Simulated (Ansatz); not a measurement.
Task: a single point of CoS, space group P4/nmm, with Ansatz 0.2.0 through its Python package. Give the script and its output. Use: LDA, norm-conserving potentials, the default cutoff (1306 eV here), 6×6×5 k-points, Fermi-Dirac smearing of 0.1 eV, collinear spin.

```
CELL_PARAMETERS angstrom
3.62338 0.00000 0.00000
0.00000 3.62338 0.00000
0.00000 0.00000 5.01289
ATOMIC_POSITIONS crystal
Co 0.00000 0.00000 0.00000
Co 0.50000 0.50000 0.00000
S 0.50000 0.00000 0.76509
S 0.00000 0.50000 0.23491
```

The script, `run_scf.py`:
```python
"""Single point of CoS."""

import warnings

import ansatz as az
from pymatgen.core import Lattice, Structure
from pymatgen.io.ase import AseAtomsAdaptor


def main() -> None:
    warnings.simplefilter("ignore", az.DeckWarning)

    pmg_structure = Structure(
        Lattice([[3.62338, 0.0, 0.0], [0.0, 3.62338, 0.0], [0.0, 0.0, 5.01289]]),
        ["Co", "Co", "S", "S"],
        [
            [0.0, 0.0, 0.0],
            [0.5, 0.5, 0.0],
            [0.5, 0.0, 0.76509],
            [0.0, 0.5, 0.23491],
        ],
    )
    cos = az.Crystal.from_ase(AseAtomsAdaptor.get_atoms(pmg_structure)).moments(Co=2.5)

    # functional, basis and sampling
    calculation = cos.calculation()
    calculation = calculation.functional("lda")
    calculation = calculation.pseudopotentials("nc")
    calculation = calculation.accuracy("medium")
    calculation = calculation.kpoints(mesh=(6, 6, 5))
    calculation = calculation.occupations(az.OccupationsMethod.FERMI_DIRAC).spin("collinear")
    calculation = calculation.eigensolver("davidson", mixed_precision=False)
    outcome = calculation.run()
    r = outcome.report

    n_atoms = len(r["lattice"]["sites"])
    print("F =", round(r["free_energy_ev"], 4), "eV for", n_atoms, "atoms")
    print("E(sigma -> 0) =", round(r["energy_sigma0_ev"], 4), "eV, TS =", round(r["entropy_ts_ev"], 5), "eV")
    print("closed by", r["closed_by"], "after", r["n_iterations"], "iterations")

    print("site moments (muB):", [round(m, 2) for m in r["site_moments_mub"]])
    print("electrons up, down:", [round(n, 3) for n in r["spin_occupation_sums"]])

    print("doubts on the final state:", r["published_state_doubts"] or "none")
    print("warnings:", sorted({n["data"]["kind"] for n in outcome.notices if n["data"].get("severity") in ("warning", "doubt")}) or "none")


if __name__ == "__main__":
    main()
```

```console
$ python run_scf.py
F = -8921.4967 eV for 4 atoms
E(sigma -> 0) = -8921.4324 eV, TS = 0.12852 eV
closed by deck_thresholds after 16 iterations
site moments (muB): [0.32, 0.32, 0.02, 0.02]
electrons up, down: [23.354, 22.646]
doubts on the final state: none
warnings: none
```

The settings weren't tested for convergence. Other magnetic orders than the one started from may lie lower. For a metal this k-point mesh is coarse: on a finer one energies can move by several to tens of meV an atom and pressures by half a GPa or more, differences at one mesh by less. The structure comes from a database of computed cells and needn't be a stable or known phase. Cost: of the order of 26 core-seconds.

(Lines on the test bed's own set-up are left out of the output.)
